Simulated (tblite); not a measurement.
# C7H11FO: the cost of one run

The runs use tblite 0.8.0 and PySCF 2.14.0, with density-fitted response routines of our own; the level of theory stands in each step. All values are computed, except where a source is named. Atoms count from 0, in the outputs and in this text.

### 1 The molecule as given

20 atoms, charge 0, multiplicity 1; geometry from: force field or distance geometry start.

Bonds of the start (Å): C0–C1 1.50, C1–C2 1.50, C2–C3 1.50, C3–C4 1.49, C4–O5 1.38, O5–C6 1.40, C6–C7 1.53, C7–F8 1.35, C3–C1 1.46, C7–C3 1.47, C0–H9 1.11, C0–H10 1.09, C0–H11 1.11, C1–H12 1.10, C2–H13 1.11, C2–H14 1.11, C4–H15 1.09, C4–H16 1.11, C6–H17 1.11, C6–H18 1.10, C7–H19 1.12.

### 2 Relaxing the molecule with GFN2-xTB

What the job is given:

```
{"job": {"kind": "relax", "xc": "GFN2-xTB", "basis": "xTB"}, "charge": 0, "multiplicity": 1}
C      2.163700    -0.829200     0.521300
C      1.283700    -0.059600    -0.423400
C      0.927600     1.340800    -0.004200
C     -0.115900     0.282100    -0.214700
C     -1.001500     0.251200    -1.407500
O     -2.282600     0.236100    -0.888800
C     -2.234700    -0.544300     0.273100
C     -0.971600     0.003900     0.947100
F     -0.510400    -0.793100     1.938000
H      2.645300    -1.641800    -0.062100
H      1.666900    -1.297300     1.372100
H      2.987100    -0.150600     0.829500
H      1.614200    -0.114600    -1.471900
H      0.874100     2.146200    -0.765200
H      1.158800     1.648800     1.032100
H     -0.821500    -0.678600    -1.954800
H     -0.822500     1.142200    -2.043700
H     -2.153800    -1.625900     0.045300
H     -3.128900    -0.278300     0.865000
H     -1.283100     0.972600     1.409700
```

Started as:

```sh
$ OMP_NUM_THREADS=1 python probes_run.py task.json out
```

One launch serves the whole session: the jobs run in the order shown.

**Question.** How long does this first job take on 1 thread of Arm Neoverse N1, shared host?

About 1.3 s.
